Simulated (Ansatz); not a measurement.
HPbNO4:

```
CELL_PARAMETERS angstrom
3.85707 0.00178 -0.03658
0.17353 4.33436 -0.01647
0.75803 0.83873 5.87662
ATOMIC_POSITIONS crystal
H 0.61511 0.89559 0.19844
Pb 0.64597 0.44651 0.91685
N 0.71474 0.23810 0.50058
O 0.16958 0.47007 0.77768
O 0.62919 0.97045 0.49845
O 0.56424 0.92583 0.03849
O 0.78022 0.42250 0.31951
```

The cell was built by a generator and needn't be a form met in nature.

| Item | Value |
| --- | --- |
| Program | Ansatz 0.2.0 |
| Task | relaxation of cell and atoms |
| Functional | r2SCAN |
| Dispersion | rVV10 |
| Potentials or basis | Ansatz PAW |
| Cutoff | 500 eV (not typed: the program's choice for these potentials) |
| k mesh | 5 × 5 × 4 |
| Occupations | fermi-dirac, width 0.05 eV |
| Spin | no spin polarisation |

At the start: volume 14.06 Å³/atom.

Where does the relaxation end?

It ends after 20 steps and the volume is 11.88 Å³/atom (-15.5 %); space group P1 (No. 1, to 0.05 Å).

Step by step:
```csv
step,energy change (eV),largest force (eV/Å),volume (Å³)
1,0.0000,0.5320,98.41
2,-0.1374,0.3969,88.96
3,-0.1593,0.5864,87.73
4,-0.1828,0.3264,86.82
5,-0.1976,0.3763,85.38
6,-0.2057,0.3287,85.43
7,-0.2140,0.1741,83.96
8,-0.2190,0.1428,83.59
9,-0.2209,0.1809,83.59
10,-0.2224,0.0648,83.30
11,-0.2235,0.1141,83.29
12,-0.2240,0.0650,83.30
13,-0.2243,0.0549,83.20
14,-0.2245,0.0393,83.19
15,-0.2246,0.0310,83.16
16,-0.2246,0.0126,83.14
17,-0.2246,0.0100,83.14
18,-0.2158,0.0157,83.14
19,-0.2158,0.0057,83.19
20,-0.2159,0.0057,83.19
```

Final structure:
```
H Pb N O
1.0
     3.71845    0.24714    0.03081
     0.44349    4.07428    0.05167
     0.88366    0.92172    5.54842
H Pb N O
1 1 1 4
Direct
  0.55854 0.89431 0.21803
  0.65143 0.44419 0.90608
  0.76326 0.20346 0.50213
  0.16481 0.55528 0.76412
  0.62268 0.95376 0.50610
  0.50412 0.93689 0.05100
  0.85421 0.38116 0.30255
```

Caveat: the volume moved by over 15 % at a fixed basis, so the end points are rough; the plane-wave basis is chosen anew once the cell has moved, so the energies of steps on either side of that aren't comparable; the PAW data sets come from PBE, with cores solved anew for the run's functional, which leaves a small shift of forces and pressure.
